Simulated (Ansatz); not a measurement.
**C3H9AlS: one species, many methods**

Aim: compute C3H9AlS with functionals from several rungs and with coupled cluster, and see how far each lands from CCSD(T) at the basis-set limit for the atomisation energy.

Method: functionals in def2-TZVPP, the program's frozen cores in correlated methods; program: Ansatz 0.2.0, Gaussian basis.

Plan: LDA (SPW92), PBE-D4, revPBE-D4, BLYP-D4, r2SCAN-D4, B97M-V, PBE0-D4, B3LYP-D4, r2SCANh-D4, r2SCAN0-D4, HSE06-D4, BHLYP-D4, CAM-B3LYP-D4, LC-ωPBE, ωB97X-V, ωB97M-V, B2PLYP, PBE-QIDH; CCSD(T)/def2-SVP; CCSD(T)/def2-TZVPP; MP2/def2-QZVPP; extrapolation to the limit; RPA on PBE.

**1. Structure used throughout**

All runs share one geometry, relaxed beforehand with PBE0-D4 in a triple-zeta def2 set.

SMILES `[CH3][Al]([CH3])[CH2]S`, 14 atoms, charge 0, spin multiplicity 1.

Atoms are counted from 1 here; the program's logs count them from 0.

Bond lengths: C1–Al2 1.956 Å, C1–H6 1.096 Å, C1–H7 1.094 Å, C1–H8 1.094 Å, Al2–C3 1.959 Å, Al2–C4 1.962 Å, C3–H9 1.096 Å, C3–H10 1.094 Å, C3–H11 1.094 Å, C4–S5 1.858 Å, C4–H12 1.087 Å, C4–H13 1.091 Å, S5–H14 1.344 Å. Angles: Al2–C1–H6 110.8°, Al2–C1–H7 112.2°, Al2–C1–H8 111.9°, H6–C1–H7 107.1°, H6–C1–H8 106.8°, H7–C1–H8 107.7°, C1–Al2–C3 123.7°, C1–Al2–C4 117.8°, C3–Al2–C4 118.3°, Al2–C3–H9 110.4°, Al2–C3–H10 112.0°, Al2–C3–H11 112.9°, H9–C3–H10 106.6°, H9–C3–H11 106.9°, H10–C3–H11 107.8°, Al2–C4–S5 82.5°, Al2–C4–H12 127.3°, Al2–C4–H13 116.9° and more.

Geometry (Å):

```xyz
14
charge 0, multiplicity 1
C    -1.5059    1.3431    0.6205
Al   -0.0113    0.1611    0.1802
C     0.6010   -1.2959    1.3384
C     1.0096    0.5431   -1.4516
S    -0.1575   -0.7050   -2.1815
H    -1.2131    2.0735    1.3830
H    -1.8560    1.9072   -0.2484
H    -2.3587    0.7892    1.0233
H     1.0225   -0.8942    2.2667
H    -0.2185   -1.9598    1.6290
H     1.3792   -1.9094    0.8748
H     2.0351    0.2544   -1.6695
H     0.7757    1.4711   -1.9747
H     0.4851   -1.8076   -1.7615
```

**2. LDA**

This LDA is Slater exchange with PW92 correlation.

Contents of in.yaml:

```yaml
crystal:
  periodic: [false, false, false]
  atoms:
    - {symbol: C, position_ang: [-1.505860, 1.343145, 0.620538]}
    - {symbol: Al, position_ang: [-0.011340, 0.161074, 0.180194]}
    - {symbol: C, position_ang: [0.601046, -1.295856, 1.338400]}
    - {symbol: C, position_ang: [1.009584, 0.543064, -1.451600]}
    - {symbol: S, position_ang: [-0.157490, -0.704982, -2.181536]}
    - {symbol: H, position_ang: [-1.213112, 2.073500, 1.382992]}
    - {symbol: H, position_ang: [-1.855988, 1.907206, -0.248418]}
    - {symbol: H, position_ang: [-2.358672, 0.789168, 1.023339]}
    - {symbol: H, position_ang: [1.022462, -0.894210, 2.266735]}
    - {symbol: H, position_ang: [-0.218529, -1.959844, 1.628983]}
    - {symbol: H, position_ang: [1.379185, -1.909366, 0.874799]}
    - {symbol: H, position_ang: [2.035100, 0.254444, -1.669472]}
    - {symbol: H, position_ang: [0.775746, 1.471082, -1.974698]}
    - {symbol: H, position_ang: [0.485066, -1.807624, -1.761455]}
basis:
  gaussian: {orbitals: def2-TZVPP}
hamiltonian: {xc: lda}
output: {orbitals: {seedname: orbitals}}
```

The runs that follow: PBE-D4 (GGA); revPBE-D4 (GGA); BLYP-D4 (GGA); r2SCAN-D4 (meta-GGA); B97M-V (meta-GGA); PBE0-D4 (hybrid); B3LYP-D4 (hybrid); r2SCANh-D4 (hybrid); r2SCAN0-D4 (hybrid); HSE06-D4 (hybrid); BHLYP-D4 (hybrid); CAM-B3LYP-D4 (range-separated); LC-ωPBE (range-separated); ωB97X-V (range-separated); ωB97M-V (range-separated); B2PLYP (double hybrid); PBE-QIDH (double hybrid); CCSD(T) in def2-SVP; CCSD(T) in def2-TZVPP; MP2 in def2-QZVPP; RPA on PBE orbitals.

**Question.** What will the summary of the whole plan be? Wanted: atomisation energy, CCSD(T)/CBS; farthest beyond LDA; mean size of error, GGA; mean size of error, meta-GGA; mean size of error, hybrid; mean size of error, range-separated; mean size of error, double hybrid; gap, smallest and largest; T1 diagnostic.

The runs gave:

```
                               quantity                                                                                                     value
        atomisation energy, CCSD(T)/CBS                                                                                                 51.588 eV
    functionals within 0.258 eV (0.5 %)  r2SCAN-D4, PBE0-D4, B3LYP-D4, r2SCANh-D4, r2SCAN0-D4, HSE06-D4, CAM-B3LYP-D4, ωB97X-V, ωB97M-V, PBE-QIDH
                    farthest beyond LDA                                                                                      BHLYP-D4 (-1.130 eV)
                mean size of error, GGA                                                                                                  0.497 eV
           mean size of error, meta-GGA                                                                                                  0.271 eV
             mean size of error, hybrid                                                                                                  0.297 eV
    mean size of error, range-separated                                                                                                  0.157 eV
      mean size of error, double hybrid                                                                                                  0.435 eV
              gap, smallest and largest                                                                 4.63 eV (LDA (SPW92)), 11.52 eV (LC-ωPBE)
                          T1 diagnostic                                                                                                    0.0103
triples share of the correlation energy                                                                                                     4.0 %
```

**Reading.** LDA overbinds by 6.520 eV (13 %). PBE-D4 is off by +0.630 eV. Double hybrids carry the basis error of their MP2 part in triple zeta, and no dispersion term here, so their miss is partly the set-up's. By mean error the best rung here is range-separated (0.157 eV) and the worst beyond LDA is GGA (0.497 eV). The gap between the best rungs is small, so their order is not settled. The reference freezes the cores and leaves out relativity and excitations past (T), so misses under about 0.258 eV can't be ranked. Hartree-Fock recovers 75 % of the binding; the rest is correlation. CCSD(T) in def2-SVP is off by -2.659 eV, more than most functionals: a good method in a small basis is no reference. The gap grows from 4.6 to 11.5 eV across the functionals, mostly with the share of exact exchange.
